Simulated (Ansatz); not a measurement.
**C₆H₁₈N₂O₂Zr: up Jacob's ladder to CCSD(T)**

One table from this session's results is given with a row withheld; the runs are named, their logs left out.

Computed with Ansatz 0.2.0, Gaussian basis. Level: functionals in def2-TZVPP, the program's frozen cores in correlated methods.

Plan: LDA (SPW92), PBE-D4, revPBE-D4, BLYP-D4, r2SCAN-D4, B97M-V, PBE0-D4, B3LYP-D4, r2SCANh-D4, r2SCAN0-D4, HSE06-D4, BHLYP-D4, CAM-B3LYP-D4, LC-ωPBE, ωB97X-V, ωB97M-V, B2PLYP, PBE-QIDH; CCSD(T)/def2-SVP; CCSD(T)/def2-TZVPP; MP2/def2-QZVPP; extrapolation to the limit; RPA on PBE.

### The relaxed structure

An earlier PBE0-D4 in a triple-zeta def2 set relaxation fixed the geometry. Zr takes the def2 core potential; no spin-orbit term is included.

SMILES `CC[N](C)[Zr]([OH])([OH])[N](C)CC`, 29 atoms, charge 0, spin multiplicity 1.

Atoms are counted from 1 here; the program's logs count them from 0.

Bond lengths: C1–C2 1.523 Å, C1–H12 1.093 Å, C1–H13 1.093 Å, C1–H14 1.092 Å, C2–N3 1.447 Å, C2–H15 1.095 Å, C2–H16 1.103 Å, N3–C4 1.444 Å, N3–Zr5 2.046 Å, C4–H17 1.095 Å, C4–H18 1.098 Å, C4–H19 1.101 Å, Zr5–O6 1.947 Å, Zr5–O7 1.947 Å, Zr5–N8 2.046 Å, O6–H20 0.953 Å, O7–H21 0.953 Å, N8–C9 1.444 Å and more. Angles: C2–C1–H12 110.5°, C2–C1–H13 110.6°, C2–C1–H14 111.8°, H12–C1–H13 108.2°, H12–C1–H14 107.5°, H13–C1–H14 108.0°, C1–C2–N3 114.5°, C1–C2–H15 108.9°, C1–C2–H16 108.9°, N3–C2–H15 108.4°, N3–C2–H16 109.4°, H15–C2–H16 106.3°, C2–N3–C4 114.0°, C2–N3–Zr5 126.3°, C4–N3–Zr5 119.7°, N3–C4–H17 110.5°, N3–C4–H18 113.2°, N3–C4–H19 111.3° and more.

The first run:

Input file in.yaml:

```yaml
crystal:
  periodic: [false, false, false]
  atoms:
    - {symbol: C, position_ang: [-3.398535, 1.983941, -1.084780]}
    - {symbol: C, position_ang: [-2.581533, 1.384736, 0.052070]}
    - {symbol: N, position_ang: [-1.519948, 0.498313, -0.373767]}
    - {symbol: C, position_ang: [-1.985449, -0.749966, -0.931632]}
    - {symbol: Zr, position_ang: [0.487932, 0.873934, -0.263189]}
    - {symbol: O, position_ang: [0.659905, 2.405255, 0.927058]}
    - {symbol: O, position_ang: [1.327484, 1.154336, -1.997496]}
    - {symbol: N, position_ang: [1.330481, -0.838059, 0.474643]}
    - {symbol: C, position_ang: [0.726761, -1.505957, 1.604031]}
    - {symbol: C, position_ang: [2.526856, -1.484412, -0.020367]}
    - {symbol: C, position_ang: [3.727281, -1.391341, 0.911992]}
    - {symbol: H, position_ang: [-4.165719, 2.656778, -0.692590]}
    - {symbol: H, position_ang: [-2.755704, 2.554466, -1.760002]}
    - {symbol: H, position_ang: [-3.904750, 1.213496, -1.670499]}
    - {symbol: H, position_ang: [-2.138596, 2.196741, 0.637813]}
    - {symbol: H, position_ang: [-3.259286, 0.844686, 0.733930]}
    - {symbol: H, position_ang: [-1.141617, -1.418064, -1.134086]}
    - {symbol: H, position_ang: [-2.530767, -0.624771, -1.876681]}
    - {symbol: H, position_ang: [-2.653844, -1.276108, -0.232569]}
    - {symbol: H, position_ang: [1.064660, 2.899104, 1.634168]}
    - {symbol: H, position_ang: [1.327588, 1.384745, -2.921950]}
    - {symbol: H, position_ang: [1.352996, -1.482278, 2.505943]}
    - {symbol: H, position_ang: [-0.227274, -1.034830, 1.863227]}
    - {symbol: H, position_ang: [0.514764, -2.562404, 1.377641]}
    - {symbol: H, position_ang: [2.788961, -1.034041, -0.983245]}
    - {symbol: H, position_ang: [2.312812, -2.546937, -0.223261]}
    - {symbol: H, position_ang: [3.983609, -0.346368, 1.104322]}
    - {symbol: H, position_ang: [4.597553, -1.880913, 0.466972]}
    - {symbol: H, position_ang: [3.533397, -1.874103, 1.872335]}
basis:
  gaussian: {orbitals: def2-TZVPP}
hamiltonian: {xc: lda}
output: {orbitals: {seedname: orbitals}}
```

Launch:

```console
> ansatz run in.yaml --threads 11 --pin off --events-out ev --progress --plain --max-ram 174080MiB --backend cuda --devices 0, --max-vram 75GiB
```

Among the steps run: LDA; PBE-D4 (GGA); revPBE-D4 (GGA); BLYP-D4 (GGA); r2SCAN-D4 (meta-GGA); B97M-V (meta-GGA); PBE0-D4 (hybrid); B3LYP-D4 (hybrid); r2SCANh-D4 (hybrid); r2SCAN0-D4 (hybrid); HSE06-D4 (hybrid); BHLYP-D4 (hybrid); CAM-B3LYP-D4 (range-separated); LC-ωPBE (range-separated); ωB97X-V (range-separated); ωB97M-V (range-separated); B2PLYP (double hybrid); PBE-QIDH (double hybrid).

One table of the session follows, with a row left open; its other results are not shown here.

It belongs to the step «Frontier levels by functional». 

```
  functional  HOMO (eV)  gap (eV)
 LDA (SPW92)      -4.72      3.63
      PBE-D4      -4.57      3.72
   revPBE-D4      -4.50      3.75
     BLYP-D4      -4.46      3.73
   r2SCAN-D4      -4.77      4.17
      B97M-V          ?         ?
     PBE0-D4      -5.79      5.85
    B3LYP-D4      -5.59      5.40
  r2SCANh-D4      -5.24      4.98
  r2SCAN0-D4      -5.94      6.20
    HSE06-D4      -5.39      5.09
    BHLYP-D4      -6.96      7.53
CAM-B3LYP-D4      -7.12      7.82
     LC-ωPBE      -8.39     10.11
     ωB97X-V      -8.10      9.65
     ωB97M-V      -8.04      9.03
```

**Question.** Estimate the row for B97M-V.

**Answer.** HOMO (eV): -4.92; gap (eV): 4.26. In the column «HOMO (eV)» it lies between r2SCANh-D4 (-5.24) and r2SCAN-D4 (-4.77).
